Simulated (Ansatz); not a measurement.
## SnSe, space group P4/nmm: a single point, step by step

Computed with Ansatz 0.2.0, Python API.

The script reads `snse.cif`:
```cif
data_SnSe
_cell_length_a 4.285327
_cell_length_b 4.285327
_cell_length_c 10.990692
_cell_angle_alpha 90.00000
_cell_angle_beta 90.00000
_cell_angle_gamma 90.00000
_symmetry_space_group_name_H-M 'P 1'
_symmetry_Int_Tables_number 1
loop_
_symmetry_equiv_pos_as_xyz
'x, y, z'
loop_
_atom_site_label
_atom_site_type_symbol
_atom_site_fract_x
_atom_site_fract_y
_atom_site_fract_z
Sn1 Sn    0.500000    0.000000    0.372229
Sn2 Sn    0.000000    0.500000    0.627771
Se3 Se    0.500000    0.000000    0.616039
Se4 Se    0.000000    0.500000    0.383961
```

Notebook, run cell by cell (the value of a cell's last expression is shown):

```python
import ansatz
from ase.io import read
import matplotlib.pyplot as plt
import numpy as np
import pandas as pd
```

```python
FUNCTIONAL = "hse06"
KMESH = (2, 2, 1)
OCCUPATIONS = "fixed"
MAX_ITERATIONS = 150

atoms = read("snse.cif")
structure = ansatz.Crystal.from_ase(atoms)
```

```python
# settings of the run
calculation = (
    structure.calculation()
    .functional(FUNCTIONAL)
    .pseudopotentials("nc")
    .accuracy("low")
    .kpoints(*KMESH, center="monkhorst-pack")
    .occupations(OCCUPATIONS)
    .scf(max_iterations=MAX_ITERATIONS)
    .forces()
    .density()
)
outcome = calculation.run()
summary = outcome.report

{key: value for key, value in summary.items() if isinstance(value, (int, float)) and "ev" in key}
```

    DeckWarning: basis.ecutwfc = 1170.089609 eV, auto-derived from the records' recommended cutoffs: set by Se (normal level)
    {'n_hpsi_unsolved_levels': 19,
     'gap_by_band_count_ev': 2.5230602146386976,
     'fermi_energy_ev': 2.142804203151265,
     'harris_foulkes_ev': -10618.648757155304,
     'scf_correction_max_component_ev_ang': 8.00179577867025e-05,
     'free_energy_ev': -10618.64875715531,
     'internal_energy_ev': -10618.64875715531,
     'lagrangian_ev': -10618.64875715531,
     'energy_sigma0_ev': -10618.64875715531,
     'lagrangian_sigma0_ev': -10618.64875715531,
     'entropy_ts_ev': 0.0,
     'loop_fermi_energy_ev': 2.1428034575417145,
     'occupations_fermi_energy_ev': 2.142804203151265}

```python
energy = summary["free_energy_ev"]
print("SnSe: {:.6f} eV = {:.6f} Ry = {:.6f} Ha".format(energy, energy / 13.605693, energy / 27.211386))
print("Fermi level {:.4f} eV, {} k-points, {} symmetry operations".format(summary["fermi_energy_ev"], summary["n_kpoints"], summary["n_symmetry_ops"]))

terms = summary["components"]
{name: round(terms[name], 3) for name in ("e_kinetic", "e_hartree", "e_xc", "e_local", "e_nonlocal")}
```

    SnSe: -10618.648757 eV = -780.456296 Ry = -390.228148 Ha
    Fermi level 2.1428 eV, 1 k-points, 16 symmetry operations
    {'e_kinetic': 6872.663,
     'e_hartree': 7635.654,
     'e_xc': -2042.733,
     'e_local': -17151.608,
     'e_nonlocal': -4699.219}

```python
# forces, one row an atom
table = pd.DataFrame(summary["forces_ev_ang"], columns=["fx", "fy", "fz"])
table.insert(0, "atom", [site["symbol"] for site in summary["lattice"]["sites"]])
table.round(4)
```

      atom   fx   fy      fz
    0   Sn  0.0 -0.0 -0.0125
    1   Sn  0.0 -0.0  0.0125
    2   Se  0.0  0.0 -0.6615
    3   Se  0.0  0.0  0.6615

```python
field = sum(channel.density_e_per_ang3 for channel in outcome.density().channels[:2])
fig, ax = plt.subplots(figsize=(4, 3.4))
shown = ax.imshow(np.log10(np.clip(field[:, :, 0].T, 1e-3, None)), origin="lower", extent=(0, 1, 0, 1))
fig.colorbar(shown, label="log10 density (e/A^3)")
ax.set(xlabel="fraction of grid vector 1", ylabel="fraction of grid vector 2")
fig.savefig("density_plane.png", dpi=100)
print(f"plane through the origin: {field[:, :, 0].min():.4f} to {field[:, :, 0].max():.4f} e/A^3")
```

    plane through the origin: 0.0000 to 0.0001 e/A^3

Caveats:
- These settings explore the input space; cutoff and mesh may be short of convergence.
- The cell holds layers, chains or clusters in vacuum, no bulk phase.
- Such functionals run on norm-conserving files made under PBE, which can move pressures by some GPa.
- The energy terms are those on the plane-wave grid, with the one-centre PAW part apart; the terms shown are only some of the summands, so they needn't add up to F.
- The Fermi level of a run with fixed occupations marks the highest occupied state on its mesh, not mid-gap.
- The k-point mesh is coarse, and energy and stress weren't tested for convergence.
- An absolute Fermi energy rests on an arbitrary zero of the periodic potential and has no direct meaning.
- This mesh misses the zone centre, where many direct gaps lie, so the gap can be several times too large.
- The fields are valence quantities on the plane-wave grid; their values near the nuclei depend on the potentials.
- The structure comes from a database of computed cells and needn't be a stable or known phase.
- Gaps and levels are Kohn-Sham values on a finite set of k-points, without spin-orbit coupling.
- Warnings are shown shortened and without file and line.
- Hardware and time: 37 s on 1 thread of Intel(R) Xeon(R) 6975P-C (Granite Rapids), on a shared host, peak memory 0.86 GiB.

(Lines on the test bed's own set-up are left out of the output.)
